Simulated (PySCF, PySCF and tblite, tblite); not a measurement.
**C₄H₁₀GeS: telling isomers apart by computed NMR**

Aim: see whether computed shieldings tell isomers of C₄H₁₀GeS apart.

Computed with tblite 0.8.0 (tight binding) and PySCF 2.14.0 (DFT, with response routines of our own); each step states its level. Atoms count from 0 throughout.

## 1. The starting structure

16 atoms, charge 0, multiplicity 1; geometry from: UFF geometry. This is the first candidate.

Bonds of the start (Å): C1–C2 1.51, C1–H9 1.10, C1–S5 1.83, C2–C3 1.52, C2–H10 1.10, C2–H11 1.12, C3–C4 1.52, C3–H12 1.13, C3–H13 1.10, C4–H14 1.12, C4–H15 1.11, C4–S5 1.82, Ge0–C1 1.97, Ge0–H6 1.55, Ge0–H7 1.54, Ge0–H8 1.55.

## 2. GFN2-xTB relaxation, isomer A, conformer 1

Job settings and geometry (Å):

```
{"job": {"xc": "GFN2-xTB", "basis": "xTB", "kind": "relax"}, "charge": 0, "multiplicity": 1}
Ge     1.875100    -0.876900     0.786100
C      0.562800    -0.600400    -0.656800
C      0.187800     0.859800    -0.769300
C     -0.995500     1.113900     0.148100
C     -1.931400    -0.081500     0.018400
S     -0.934300    -1.573300    -0.276600
H      1.252500    -0.420600     2.132800
H      2.244500    -2.371800     0.870700
H      3.143900    -0.043100     0.493000
H      1.011400    -0.964900    -1.593300
H      1.022100     1.540100    -0.532600
H     -0.144400     1.064200    -1.817000
H     -0.638100     1.171500     1.216400
H     -1.510200     2.053300    -0.104700
H     -2.600500     0.080500    -0.862600
H     -2.553300    -0.202200     0.935800
```

On the command line:

```
OMP_NUM_THREADS=1 python ens_run.py task.json out
```

The driver reads the study from task.json and runs its stages one after another.

Standard output:

```text
step      E/eV     max force
  0    -512.08903    1.262
  1    -512.18013    0.584
  2    -512.21825    0.361
  3    -512.23570    0.231
  4    -512.24238    0.190
  5    -512.24639    0.134
  6    -512.24944    0.142
  7    -512.25246    0.134
  8    -512.25558    0.136
  9    -512.25820    0.143
 10    -512.26013    0.106
 11    -512.26168    0.095
 12    -512.26321    0.099
 13    -512.26466    0.119
 14    -512.26584    0.109
 15    -512.26682    0.097
 16    -512.26785    0.097
 17    -512.26910    0.094
 18    -512.27045    0.131
 19    -512.27162    0.115
 20    -512.27254    0.079
 21    -512.27330    0.068
 22    -512.27398    0.076
 23    -512.27457    0.085
 24    -512.27503    0.057
 25    -512.27541    0.049
 26    -512.27573    0.056
 27    -512.27593    0.044
 28    -512.27603    0.020
 29    -512.27603    0.020
 30    -512.27607    0.017
 31    -512.27619    0.025
 32    -512.27623    0.026
 33    -512.27633    0.019
 34    -512.27639    0.017
 35    -512.27646    0.020
 36    -512.27651    0.020
 37    -512.27655    0.019
 38    -512.27660    0.019
 39    -512.27666    0.021
 40    -512.27673    0.025
 41    -512.27680    0.023
 42    -512.27686    0.020
 43    -512.27692    0.020
 44    -512.27699    0.023
 45    -512.27706    0.029
 46    -512.27712    0.022
 47    -512.27718    0.019
 48    -512.27724    0.020
 49    -512.27728    0.019
 50    -512.27731    0.016
 51    -512.27734    0.012
 52    -512.27737    0.015
 53    -512.27740    0.017
 54    -512.27742    0.018
 55    -512.27745    0.015
 56    -512.27749    0.018
 57    -512.27752    0.019
 58    -512.27756    0.014
 59    -512.27758    0.011
 60    -512.27761    0.011
 61    -512.27763    0.015
 62    -512.27765    0.016
 63    -512.27767    0.013
 64    -512.27770    0.012
 65    -512.27772    0.013
 66    -512.27775    0.014
 67    -512.27778    0.016
 68    -512.27781    0.013
 69    -512.27783    0.009
 70    -512.27785    0.012
 71    -512.27786    0.011
 72    -512.27787    0.009
 73    -512.27788    0.010
 74    -512.27789    0.008
 75    -512.27790    0.008
 76    -512.27791    0.009
 77    -512.27792    0.010
 78    -512.27794    0.012
 79    -512.27797    0.016
 80    -512.27800    0.014
 81    -512.27802    0.009
 82    -512.27803    0.008
 83    -512.27804    0.010
 84    -512.27806    0.010
 85    -512.27807    0.008
 86    -512.27807    0.005
 87    -512.27808    0.004
 88    -512.27808    0.005
 89    -512.27809    0.006
 90    -512.27809    0.005
 91    -512.27810    0.004
```

Run time: 0.41 s. Hardware: 1 thread of Arm Neoverse V2, shared host.

Relaxing gained 0.189 eV and moved the atoms by 0.11 Å on average (rms).

**GFN2-xTB relaxation, isomer A, conformer 2**

Job settings and geometry (Å):

```
{"job": {"xc": "GFN2-xTB", "basis": "xTB", "kind": "relax"}, "charge": 0, "multiplicity": 1}
Ge     2.345300     0.706100     0.139800
C      0.631500    -0.182100     0.458300
C     -0.017500    -0.614300    -0.829600
C     -1.508300    -0.735900    -0.549200
C     -1.906700     0.460700     0.301500
S     -0.501300     0.932100     1.345300
H      2.974300     1.117000     1.490600
H      3.292800    -0.250300    -0.610300
H      2.097900     1.973000    -0.716700
H      0.811500    -1.080300     1.109500
H      0.115300     0.164100    -1.618400
H      0.388500    -1.577300    -1.193900
H     -2.100400    -0.783700    -1.472900
H     -1.685100    -1.675900     0.037000
H     -2.794500     0.237300     0.923600
H     -2.150900     1.318700    -0.360200
```

Standard output:

```text
step      E/eV     max force
  0    -512.09840    1.302
  1    -512.18793    0.562
  2    -512.22017    0.384
  3    -512.23572    0.233
  4    -512.24139    0.207
  5    -512.24462    0.141
  6    -512.24700    0.162
  7    -512.24942    0.140
  8    -512.25192    0.133
  9    -512.25391    0.131
 10    -512.25526    0.094
 11    -512.25631    0.074
 12    -512.25739    0.077
 13    -512.25844    0.076
 14    -512.25924    0.067
 15    -512.25983    0.054
 16    -512.26038    0.062
 17    -512.26099    0.069
 18    -512.26164    0.070
 19    -512.26221    0.059
 20    -512.26268    0.058
 21    -512.26317    0.060
 22    -512.26376    0.070
 23    -512.26444    0.087
 24    -512.26504    0.066
 25    -512.26551    0.049
 26    -512.26588    0.047
 27    -512.26621    0.051
 28    -512.26647    0.039
 29    -512.26647    0.039
 30    -512.26657    0.030
 31    -512.26672    0.026
 32    -512.26677    0.029
 33    -512.26691    0.023
 34    -512.26698    0.021
 35    -512.26705    0.019
 36    -512.26710    0.025
 37    -512.26715    0.021
 38    -512.26719    0.015
 39    -512.26723    0.016
 40    -512.26728    0.021
 41    -512.26732    0.023
 42    -512.26737    0.016
 43    -512.26741    0.017
 44    -512.26744    0.015
 45    -512.26747    0.012
 46    -512.26749    0.011
 47    -512.26751    0.011
 48    -512.26753    0.013
 49    -512.26755    0.008
 50    -512.26756    0.006
 51    -512.26756    0.007
 52    -512.26757    0.009
 53    -512.26758    0.008
 54    -512.26759    0.008
 55    -512.26760    0.009
 56    -512.26761    0.011
 57    -512.26763    0.013
 58    -512.26764    0.009
 59    -512.26765    0.006
 60    -512.26766    0.005
 61    -512.26766    0.006
 62    -512.26767    0.006
 63    -512.26767    0.005
 64    -512.26768    0.004
 65    -512.26768    0.005
 66    -512.26768    0.005
 67    -512.26768    0.004
```

Wall time 0.33 s (1 thread of Arm Neoverse V2, shared host).

Gain 0.169 eV; displacement 0.09 Å root mean square.

## 3. Shieldings, isomer A, conformer 1: B97-2/pcSseg-1 in dichloromethane

Job settings and geometry (Å):

```
{"job": {"xc": "B97-2", "basis": "pcSseg-1", "solvent": "dichloromethane", "kind": "nmr", "pop": true}, "charge": 0, "multiplicity": 1}
Ge     1.850769    -0.862401     0.835731
C      0.606687    -0.556038    -0.680755
C      0.138175     0.877595    -0.862084
C     -0.953416     1.104262     0.174253
C     -1.925039    -0.053948     0.025110
S     -0.913164    -1.531711    -0.343560
H      1.233002    -0.471840     2.137606
H      2.184153    -2.312356     0.911843
H      3.122783    -0.081124     0.675861
H      1.036837    -0.954155    -1.601018
H      0.968788     1.575911    -0.730870
H     -0.274215     1.014668    -1.865721
H     -0.513397     1.093781     1.175071
H     -1.462257     2.057959     0.027578
H     -2.603207     0.095837    -0.816013
H     -2.504097    -0.247839     0.925557
```

Standard output:

```text
coarse grid: 59176 points
cycle   1  E = -2633.8434645631  dE = -1.203e-01  |g| = 7.560e-01  |ddm| = 3.710e+00
cycle   2  E = -2633.8317818340  dE =  1.168e-02  |g| = 7.392e-01  |ddm| = 8.401e-01
cycle   3  E = -2633.8876680303  dE = -5.589e-02  |g| = 9.798e-02  |ddm| = 5.097e-01
cycle   4  E = -2633.8890710530  dE = -1.403e-03  |g| = 3.910e-02  |ddm| = 1.168e-01
cycle   5  E = -2633.8894377609  dE = -3.667e-04  |g| = 6.099e-03  |ddm| = 4.089e-02
cycle   6  E = -2633.8894465051  dE = -8.744e-06  |g| = 1.273e-03  |ddm| = 7.272e-03
final grid: 123336 points
cycle   7  E = -2633.8893778814  dE =  1.520e-07  |g| = 1.601e-03  |ddm| = 3.731e-03
cycle   8  E = -2633.8893771937  dE =  6.877e-07  |g| = 2.272e-03  |ddm| = 3.639e-03
cycle   9  E = -2633.8893785477  dE = -1.354e-06  |g| = 1.292e-04  |ddm| = 2.079e-03
cycle  10  E = -2633.8893785515  dE = -3.752e-09  |g| = 2.969e-05  |ddm| = 1.660e-04
cycle  11  E = -2633.8893785517  dE = -2.201e-10  |g| = 4.900e-06  |ddm| = 2.881e-05
converged SCF energy = -2633.8893785517

GIAO shielding tensors (ppm)
atom      isotropic    diamagn.    paramagn.     s11        s22        s33       span
  0 Ge    1539.599    2756.114   -1216.515   1460.181   1482.263   1676.352    216.172
  1 C      150.928     251.239    -100.312    116.396    165.577    170.809     54.413
  2 C      148.707     246.929     -98.222    124.475    156.961    164.686     40.212
  3 C      152.839     248.210     -95.372    125.876    164.738    167.902     42.026
  4 C      148.581     249.820    -101.238    111.129    165.102    169.514     58.385
  5 S      512.257    1057.241    -544.983    286.283    483.028    767.461    481.178
  6 H       28.437      29.262      -0.825     21.329     25.660     38.323     16.995
  7 H       28.581      29.443      -0.862     21.641     23.881     40.221     18.580
  8 H       28.055      29.225      -1.170     20.730     22.607     40.829     20.099
  9 H       28.575      31.221      -2.646     24.278     25.762     35.685     11.407
 10 H       29.455      30.630      -1.176     24.093     27.734     36.536     12.443
 11 H       29.696      30.487      -0.791     24.438     26.899     37.752     13.314
 12 H       29.840      31.000      -1.160     25.259     28.633     35.627     10.368
 13 H       29.528      29.294       0.234     24.296     26.593     37.695     13.399
 14 H       28.779      29.699      -0.919     22.347     26.409     37.582     15.234
 15 H       28.719      29.448      -0.729     23.508     26.043     36.608     13.100
```

Wall time 29 s (1 thread of Arm Neoverse V2, shared host); peak memory 0.96 GiB.

Key values: HOMO -5.93 eV, LUMO 0.76 eV; dipole 2.87 D.

The fields below are evaluated on a grid from the run's orbitals.

Frontier orbitals at B97-2/pcSseg-1, with the share of their density that lies nearest to each atom:

```csv
orbital,energy (eV),lies on
HOMO,-5.93,S5 70 %; C1 7 %
LUMO,0.76,"S5 34 %; C1 15 %; H7, H8, H9 about 7 % each"
```

ELF in a plane through or near 5 of the atoms.

Ten even steps from '0' (0.00) to '9' (1.00):
```
0000000000000000000000000000
0000000000000000000000000000
0000000000000000000000000000
0000000000005740000000000000
0000000000059993000000000000
0000157510069996100000000000
0002799950039996100110000000
0006999981005876534761000000
0006999963211268657850000000
0002699311331035216410000000
0000133265131015467300000000
0000022253230002686310000000
0000134324630000368850000000
0000133235520000489993000000
0000011112100000399994000000
0000000000000000169981000000
0000000000000000004410000000
0000000000000000000000000000
0000000000000000000000000000
0000000000000000000000000000
```
The map spans 11.3 Å across and 8.9 Å up, centred on the molecule. Atoms in the plane (x, y in Å): Ge0 (-2.2, -0.4), C3 (1.2, 0.2), H8 (-3.0, 0.8), H10 (-0.2, 1.9), H15 (2.0, -1.8).

On the surface of density 0.002 e/bohr³ the electrostatic potential runs, from the 1st to the 99th percentile, from -1.28 V near S5 to 0.99 V near H10.

## 4. Single-point energy, isomer A, conformer 1: B3LYP/def2-SVP in dichloromethane

The job, as its differences from that of step 3:

```diff
@@ -1,2 +1,2 @@
-{"job": {"xc": "B97-2", "basis": "pcSseg-1", "solvent": "dichloromethane", "kind": "nmr", "pop": true}, "charge": 0, "multiplicity": 1}
+{"job": {"xc": "B3LYP", "basis": "def2-SVP", "solvent": "dichloromethane", "kind": "sp"}, "charge": 0, "multiplicity": 1}
 Ge     1.850769    -0.862401     0.835731
```

Standard output:

```text
coarse grid: 59176 points
cycle   1  E = -2633.1508861867  dE = -7.898e-02  |g| = 4.748e-01  |ddm| = 4.113e+00
cycle   2  E = -2633.1402948939  dE =  1.059e-02  |g| = 5.436e-01  |ddm| = 9.301e-01
cycle   3  E = -2633.1884130481  dE = -4.812e-02  |g| = 6.143e-02  |ddm| = 5.085e-01
cycle   4  E = -2633.1892469347  dE = -8.339e-04  |g| = 2.657e-02  |ddm| = 1.131e-01
cycle   5  E = -2633.1894133357  dE = -1.664e-04  |g| = 6.057e-03  |ddm| = 3.296e-02
cycle   6  E = -2633.1894221831  dE = -8.847e-06  |g| = 1.608e-03  |ddm| = 9.017e-03
final grid: 123336 points
cycle   7  E = -2633.1893717954  dE =  5.355e-07  |g| = 2.246e-03  |ddm| = 5.607e-03
cycle   8  E = -2633.1893703357  dE =  1.460e-06  |g| = 3.260e-03  |ddm| = 5.906e-03
cycle   9  E = -2633.1893731034  dE = -2.768e-06  |g| = 1.654e-04  |ddm| = 3.433e-03
cycle  10  E = -2633.1893731105  dE = -7.080e-09  |g| = 1.754e-05  |ddm| = 2.220e-04
cycle  11  E = -2633.1893731105  dE = -7.867e-11  |g| = 6.894e-06  |ddm| = 2.849e-05
converged SCF energy = -2633.1893731105
```

Wall time 8.3 s (1 thread of Arm Neoverse V2, shared host).

In short: HOMO -5.75 eV, LUMO 0.83 eV; dipole 2.58 D.

## 5. Shieldings, isomer A, conformer 2: B97-2/pcSseg-1 in dichloromethane

Job settings and geometry (Å):

```
{"job": {"xc": "B97-2", "basis": "pcSseg-1", "solvent": "dichloromethane", "kind": "nmr", "pop": false}, "charge": 0, "multiplicity": 1}
Ge     2.373590     0.710026     0.167297
C      0.655431    -0.233511     0.425961
C     -0.057486    -0.599537    -0.864939
C     -1.528301    -0.779126    -0.507826
C     -1.924011     0.471311     0.258142
S     -0.491306     0.889660     1.319225
H      2.963856     1.118680     1.472530
H      3.358836    -0.166704    -0.544957
H      2.141050     1.926776    -0.663161
H      0.773623    -1.117849     1.056912
H      0.042073     0.213737    -1.590416
H      0.373783    -1.504023    -1.298016
H     -2.150839    -0.905447    -1.394583
H     -1.645949    -1.658030     0.130116
H     -2.791681     0.328333     0.898502
H     -2.100271     1.314649    -0.410464
```

Standard output:

```text
coarse grid: 59176 points
cycle   1  E = -2633.8442288590  dE = -1.241e-01  |g| = 7.595e-01  |ddm| = 3.710e+00
cycle   2  E = -2633.8309538966  dE =  1.327e-02  |g| = 7.488e-01  |ddm| = 8.484e-01
cycle   3  E = -2633.8892506063  dE = -5.830e-02  |g| = 9.948e-02  |ddm| = 5.165e-01
cycle   4  E = -2633.8907742882  dE = -1.524e-03  |g| = 3.871e-02  |ddm| = 1.204e-01
cycle   5  E = -2633.8911303352  dE = -3.560e-04  |g| = 6.286e-03  |ddm| = 4.078e-02
cycle   6  E = -2633.8911395656  dE = -9.230e-06  |g| = 1.439e-03  |ddm| = 7.436e-03
final grid: 123336 points
cycle   7  E = -2633.8911543216  dE =  3.612e-07  |g| = 1.932e-03  |ddm| = 3.894e-03
cycle   8  E = -2633.8911532351  dE =  1.086e-06  |g| = 2.795e-03  |ddm| = 4.447e-03
cycle   9  E = -2633.8911553032  dE = -2.068e-06  |g| = 1.434e-04  |ddm| = 2.580e-03
cycle  10  E = -2633.8911553079  dE = -4.734e-09  |g| = 2.826e-05  |ddm| = 1.765e-04
cycle  11  E = -2633.8911553081  dE = -2.019e-10  |g| = 5.057e-06  |ddm| = 2.787e-05
converged SCF energy = -2633.8911553081

GIAO shielding tensors (ppm)
atom      isotropic    diamagn.    paramagn.     s11        s22        s33       span
  0 Ge    1531.258    2755.384   -1224.126   1418.080   1509.791   1665.902    247.822
  1 C      151.895     252.138    -100.242    117.516    168.365    169.806     52.290
  2 C      146.912     247.314    -100.402    119.192    158.198    163.346     44.154
  3 C      150.407     248.236     -97.829    124.978    157.181    169.061     44.083
  4 C      147.830     250.916    -103.086    109.855    164.644    168.989     59.134
  5 S      509.724    1057.671    -547.947    269.895    479.251    780.026    510.131
  6 H       28.213      28.975      -0.762     20.978     23.523     40.137     19.159
  7 H       28.021      28.801      -0.780     20.912     22.897     40.253     19.341
  8 H       28.674      29.105      -0.431     21.991     24.677     39.353     17.362
  9 H       28.895      31.967      -3.072     23.780     26.824     36.081     12.301
 10 H       30.331      31.579      -1.248     24.168     30.601     36.226     12.058
 11 H       29.345      30.568      -1.224     23.462     27.979     36.592     13.130
 12 H       29.461      29.096       0.365     24.210     26.554     37.619     13.409
 13 H       30.141      30.490      -0.349     25.360     27.370     37.693     12.333
 14 H       28.774      29.335      -0.561     23.006     26.165     37.152     14.147
 15 H       28.832      30.425      -1.592     22.814     26.623     37.060     14.247
```

Wall time 20 s (1 thread of Arm Neoverse V2, shared host); peak memory 1.1 GiB.

In short: HOMO -6.02 eV, LUMO 0.78 eV; dipole 3.00 D.

## 6. Single-point energy, isomer A, conformer 2: B3LYP/def2-SVP in dichloromethane

The job, as its differences from that of step 5:

```diff
@@ -1,2 +1,2 @@
-{"job": {"xc": "B97-2", "basis": "pcSseg-1", "solvent": "dichloromethane", "kind": "nmr", "pop": false}, "charge": 0, "multiplicity": 1}
+{"job": {"xc": "B3LYP", "basis": "def2-SVP", "solvent": "dichloromethane", "kind": "sp"}, "charge": 0, "multiplicity": 1}
 Ge     2.373590     0.710026     0.167297
```

Standard output:

```text
coarse grid: 59176 points
cycle   1  E = -2633.1517092968  dE = -8.225e-02  |g| = 4.788e-01  |ddm| = 4.112e+00
cycle   2  E = -2633.1395178895  dE =  1.219e-02  |g| = 5.538e-01  |ddm| = 9.365e-01
cycle   3  E = -2633.1900717821  dE = -5.055e-02  |g| = 6.196e-02  |ddm| = 5.169e-01
cycle   4  E = -2633.1909431026  dE = -8.713e-04  |g| = 2.575e-02  |ddm| = 1.141e-01
cycle   5  E = -2633.1910972997  dE = -1.542e-04  |g| = 6.354e-03  |ddm| = 3.149e-02
cycle   6  E = -2633.1911070039  dE = -9.704e-06  |g| = 1.737e-03  |ddm| = 9.453e-03
final grid: 123336 points
cycle   7  E = -2633.1911252148  dE =  7.622e-07  |g| = 2.493e-03  |ddm| = 5.254e-03
cycle   8  E = -2633.1911232707  dE =  1.944e-06  |g| = 3.675e-03  |ddm| = 6.651e-03
cycle   9  E = -2633.1911268533  dE = -3.583e-06  |g| = 1.917e-04  |ddm| = 3.907e-03
cycle  10  E = -2633.1911268626  dE = -9.299e-09  |g| = 2.079e-05  |ddm| = 2.443e-04
cycle  11  E = -2633.1911268627  dE = -1.119e-10  |g| = 5.863e-06  |ddm| = 2.893e-05
converged SCF energy = -2633.1911268627
```

Wall time 8.1 s (1 thread of Arm Neoverse V2, shared host).

Key values: HOMO -5.82 eV, LUMO 0.83 eV; dipole 2.73 D.

## 7. Boltzmann average, isomer A: properties at B97-2/pcSseg-1 in dichloromethane

Job settings and geometry (Å):

```
{"job": {"study": "conf", "smiles": "[GeH3][C@@H]1CCCS1", "search": {"seed": 56, "n_embed": 60, "ff_keep": 14, "window": 2.5, "nmax": 6, "temps": [250, 298.15, 350], "t_ref": 298.15, "order": 0.002}, "level": {"nmr": {"xc": "B97-2", "basis": "pcSseg-1", "solvent": "dichloromethane"}, "sp": {"xc": "B3LYP", "basis": "def2-SVP", "solvent": "dichloromethane"}}, "kind": "conf"}, "charge": 0, "multiplicity": 1}
Ge     2.373590     0.710026     0.167297
C      0.655431    -0.233511     0.425961
C     -0.057486    -0.599537    -0.864939
C     -1.528301    -0.779126    -0.507826
C     -1.924011     0.471311     0.258142
S     -0.491306     0.889660     1.319225
H      2.963856     1.118680     1.472530
H      3.358836    -0.166704    -0.544957
H      2.141050     1.926776    -0.663161
H      0.773623    -1.117849     1.056912
H      0.042073     0.213737    -1.590416
H      0.373783    -1.504023    -1.298016
H     -2.150839    -0.905447    -1.394583
H     -1.645949    -1.658030     0.130116
H     -2.791681     0.328333     0.898502
H     -2.100271     1.314649    -0.410464
```

Standard output:

```text
conformer  sym    E(xTB)   E(DFT)   G(298.15 K)  weight  dipole/D
    1     C1      0.000    0.545    0.518   0.2942    2.584
    2     C1      0.240    0.000    0.000   0.7058    2.729

mean shielding (ppm) by class
class atoms           250 K   298.15 K      350 K
  0 Ge 0           1533.465   1533.712   1533.909
  1 C  1            151.639    151.611    151.588
  2 C  2            147.387     147.44    147.482
  3 C  3             151.05    151.122     151.18
  4 C  4            148.028    148.051    148.068
  5 S  5            510.394    510.469    510.529
  6 H  6,7,8         28.317     28.319      28.32
  7 H  9              28.81     28.801     28.793
  8 H  10            30.099     30.073     30.053
  9 H  11            29.438     29.448     29.456
 10 H  12            29.561     29.573     29.582
 11 H  13            29.979     29.961     29.946
 12 H  14            28.776     28.776     28.776
 13 H  15            28.803     28.799     28.796
```

It took 67 s on 1 thread of Arm Neoverse V2, shared host. This counts the runs that the step sums up.

The search (ETKDG, UFF, GFN2-xTB) embedded 60 structures, kept 2 distinct ones after the force field and 2 after xTB; 2 were carried on (window 2.5 kcal/mol at the search's own energies). Energies: B3LYP/def2-SVP in dichloromethane with D3(BJ).

Conformer by conformer (298 K):

```csv
no.,group,mirror pair,ΔE xTB,ΔE DFT,ΔG,weight (%),μ (D),"A, B, C (GHz)"
1,C1,no,0.00,0.55,0.52,29.4,2.58,"3.36, 1.20, 1.04"
2,C1,no,0.24,0.00,0.00,70.6,2.73,"4.05, 1.05, 0.89"
```

Energies in kcal/mol. ΔG holds xTB vibrations and rotation, symmetry numbers and mirror pairs.

Weights (%) by temperature:

```csv
no.,250 K,298 K,350 K
2,73.5,70.6,68.2
1,26.5,29.4,31.8
```

How the weights hang on the way they are made:

```csv
scheme,2,1,mean μ (D)
DFT free energy,71,29,2.69
"DFT energy, symmetry counted",72,28,2.69
DFT energy alone,72,28,2.69
"xTB energy, symmetry counted",40,60,2.64
xTB free energy,39,61,2.64
lowest conformer only,100,0,2.73
equal weights,50,50,2.66
```

Shifts against references run at the same level (1H TMS 31.80, 13C TMS 187.0 ppm of shielding), by class of atoms, at 298 K:

```csv
atoms,environment,no. 2,no. 1,average
C2,sp3 CH2 in a ring,40.1,38.3,39.5
C4,sp3 CH2 bonded to S,39.1,38.4,38.9
C3,sp3 CH2 in a ring,36.6,34.1,35.8
C1,sp3 CH bonded to Ge and S,35.1,36.0,35.4
"H6, H7, H8",hydrogen on a germanium bonded to C,3.50,3.44,3.48
H14,hydrogen on an sp3 CH2 bonded to S,3.03,3.02,3.02
H15,hydrogen on an sp3 CH2 bonded to S,2.97,3.08,3.00
H9,hydrogen on an sp3 CH bonded to Ge and S,2.91,3.23,3.00
H11,hydrogen on an sp3 CH2 in a ring,2.46,2.10,2.35
H12,hydrogen on an sp3 CH2 in a ring,2.34,1.96,2.23
H13,hydrogen on an sp3 CH2 in a ring,1.66,2.27,1.84
H10,hydrogen on an sp3 CH2 in a ring,1.47,2.35,1.73
Ge0,"germanium bonded to C, 3 H",1531 (σ),1540 (σ),1534 (σ)
S5,sulfide sulfur,510 (σ),512 (σ),510 (σ)
```

Effective distances for nuclear Overhauser effects, ⟨r⁻⁶⟩^(−1/6) over all pairs of two classes (Å): H10···H11 1.77; H12···H13 1.77; H14···H15 1.78; H9···H11 2.41; H12···H15 2.42; H13···H14 2.42; H10···H12 2.47; H11···H13 2.47.

[end of part 1 of 3]
